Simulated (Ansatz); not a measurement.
# Al2O, space group Fm-3m: a cleavage or sliding curve

Run with Ansatz 0.2.0, Python API.

`al2o_cleave.py`:
```python
"""Pulling the layers of Al2O apart."""

import warnings

import ansatz as az
import numpy as np

vectors0 = np.array([
    [0.0, 2.84571, 2.84571],
    [2.84571, 0.0, 2.84571],
    [2.84571, 2.84571, 0.0],
])
sites = [
    ("Al", [0.25, 0.25, 0.25]),
    ("Al", [0.75, 0.75, 0.75]),
    ("O", [0.0, 0.0, 0.0]),
]


def make_crystal(cell):
    crystal = az.Crystal(lattice=az.Lattice.of(cell))
    for symbol, position in sites:
        crystal = crystal.atom(symbol, position)
    return crystal

warnings.simplefilter("ignore", az.DeckWarning)

block = make_crystal(vectors0).supercell(1, 1, 2).resolved()
cell0 = np.array(block.lattice.vectors)
xyz = np.array([site.position for site in block.sites]) @ cell0
normal = np.cross(cell0[0], cell0[1])
area = np.linalg.norm(normal)
normal *= np.sign(normal @ cell0[2]) / area
# the atoms stay where they are; only the third vector changes
energies = []
for amount in [0, 0.25, 0.5, 1.0, 2.0, 3.0]:
    cell = cell0.copy()
    cell[2] += amount * normal
    moved = az.Crystal(lattice=az.Lattice.of(cell))
    for site, fraction in zip(block.sites, xyz @ np.linalg.inv(cell)):
        moved = moved.atom(site.symbol, fraction)
    calc = (
        moved.calculation()
        .occupations(az.OccupationsMethod.FERMI_DIRAC)
        .pseudopotentials("paw")
        .functional("pbe")
        .kpoints(5, 5, 5)
    )
    energies.append(calc.run().report["free_energy_ev"])
    print(f"gap {amount:4.2f} A: {(energies[-1] - energies[0]) / area * 16.02177:8.4f} J/m^2")
```

```console
$ python al2o_cleave.py
gap 0.00 A:   0.0000 J/m^2
gap 0.25 A:  -0.0863 J/m^2
gap 0.50 A:  -0.2518 J/m^2
gap 1.00 A:  -0.4529 J/m^2
gap 2.00 A:  -0.2999 J/m^2
gap 3.00 A:  -0.1406 J/m^2
```

Reading the output:
- This cell is a computed structure, which may not be the phase found in nature.
- Levels are Kohn-Sham eigenvalues on this mesh.
- The atoms are held rigidly, so these energies lie above those of relaxed faces or faults.
- The whole script took 11 s on 1 thread of Intel(R) Xeon(R) 6975P-C (Granite Rapids), on a shared host, peak memory 0.41 GiB.

(Lines on the test bed's own set-up are left out of the output.)
